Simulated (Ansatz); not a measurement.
The system is CsLiCr2Te2S3.

```
Cs Li Cr Te S
1.0
     3.60358    0.00000    0.00000
    -1.80179    3.12079    0.00000
     0.00000    0.00000   19.06651
Cs Li Cr Te S
1 1 2 2 3
Direct
  0.00000 0.00000 0.37399
  0.66667 0.33333 0.01607
  0.00000 0.00000 0.86637
  0.33333 0.66667 0.16833
  0.33333 0.66667 0.53891
  0.66667 0.33333 0.77276
  0.00000 0.00000 0.10030
  0.33333 0.66667 0.92920
  0.66667 0.33333 0.23408
```

The cell was built by a generator and needn't be a form met in nature.

Base run:

| Item | Value |
| --- | --- |
| Program | Ansatz 0.2.0 |
| Functional | PBE |
| Potentials or basis | Ansatz PAW |
| Cutoff | 420 eV (not typed: the program's choice for these potentials) |
| k mesh | 9 × 9 × 2 |
| Occupations | fermi-dirac, width 0.05 eV |
| Spin | collinear spin, ferromagnetic start |
| Starting moments | [0.0, 0.0, 3.0, 3.0, 0.0, 0.0, 0.0, 0.0, 0.0] μB |

Its results: band gap on the k mesh none (metal or under the smearing width); pressure 0.0 GPa; net moment 5.64 μB per cell; site moments Cs +0.00; Li -0.01; Cr +2.58, +2.74; Te -0.01, -0.15; S -0.05, -0.06 μB; largest force 0.033 eV/Å.

Q: The run is repeated on the same cell with these changes: hubbard terms from none to Cr d U = 2 eV; hubbard projectors from none to ortho-atomic (the default). What comes out?

A: Band gap on the k mesh none (metal or under the smearing width); pressure 1.3 GPa; net moment 5.93 μB per cell; site moments Cs -0.00; Li -0.01; Cr +2.90, +2.88; Te -0.01, -0.16; S -0.10, -0.11 μB; largest force 0.399 eV/Å.

Caveats: only a ferromagnetic start was run, and an antiferromagnetic order may lie lower in energy; the magnetic or orbital state may not be the lowest (some runs).
